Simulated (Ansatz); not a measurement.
What does this script print? It uses the Ansatz DFT code, driven from Python.

Script `nab_pipeline.py`:
```python
'''Relax NaB, then bands and states at the relaxed cell.'''

import warnings

import ansatz as az
import numpy as np


def count_gap(report):
    # lowest empty less highest filled band, counting bands; zero where they overlap
    return max(report.get('gap_by_band_count_ev') or 0.0, 0.0)


def setup_for(crystal, spacing):
    return (
        crystal.calculation()
        .pseudopotentials('paw')
        .occupations(az.OccupationsMethod.FERMI_DIRAC, width=0.1)
        .functional('PBE')
        .kpoints(spacing=spacing)
    )

warnings.simplefilter('ignore', az.DeckWarning)

structure = (
    az.Lattice.of([0.0, 2.683869, 2.683869], [2.683869, 0.0, 2.683869], [2.683869, 2.683869, 0.0])
    .atom('Na', [0.0, 0.0, 0.0])
    .atom('B', [0.5, 0.5, 0.5])
)

relaxed = setup_for(structure, 0.3).relax(cell=True, force_tolerance=0.01, max_steps=40).checkpoint(write='relax.run').run(threads=1)
cell = np.asarray(relaxed.lattice.cell_ang)
print('relaxed edges (A):', np.linalg.norm(cell, axis=1).round(4), ' volume:', round(abs(np.linalg.det(cell)), 3), 'A^3')
for site in relaxed.lattice.sites:
    print(' ', site.symbol, np.round(site.position_frac, 4) + 0.0)

final = az.Crystal.from_checkpoint('relax.run')
outcome = setup_for(final, 0.22).functional('r2scan').stress().band_table().density_of_states(energy_step=0.05).run(threads=1)
summary = outcome.report
dos = outcome.density_of_states()
print(f'pressure at the relaxed cell {np.trace(summary["stress_gpa"]) / 3:.3f} GPa, gap by band count {count_gap(summary):.3f} eV')
if count_gap(summary) == 0:
    print('states/eV at the Fermi level:', round(float(np.interp(dos.fermi_ev, dos.energies_ev, dos.spin_summed_g_bin_mean_per_ev)), 3))
```

Running `python nab_pipeline.py` prints:
```text
relaxed edges (A): [3.8014 3.8014 3.8014]  volume: 38.842 A^3
  Na [0. 0. 0.]
  B [0.5 0.5 0.5]
pressure at the relaxed cell -0.261 GPa, gap by band count 0.000 eV
states/eV at the Fermi level: 1.134
```

Reading the output:
- The mesh is modest for a metal, so energies can be off by several to tens of meV an atom and pressures by half a GPa or more; differences at equal mesh fare better.
- Only differences from the Fermi energy are physical; the zero of the scale is a convention.
- A gap by band count of zero or less means overlapping bands, a metal.
- The structure comes from a database of computed cells and needn't be a stable or known phase.
- Gaps and levels are Kohn-Sham values on a finite set of k-points.
- Where the second run takes another functional or mesh than the relaxation, its pressure isn't zero; pressure is positive in compression.
- The computed bands are complete only to about 7.6 eV above the Fermi level; beyond that the density of states is undercounted.
- Wall time of the script: 5.5 s on 1 thread of Arm Neoverse V1, on a shared host, peak memory 0.48 GiB.
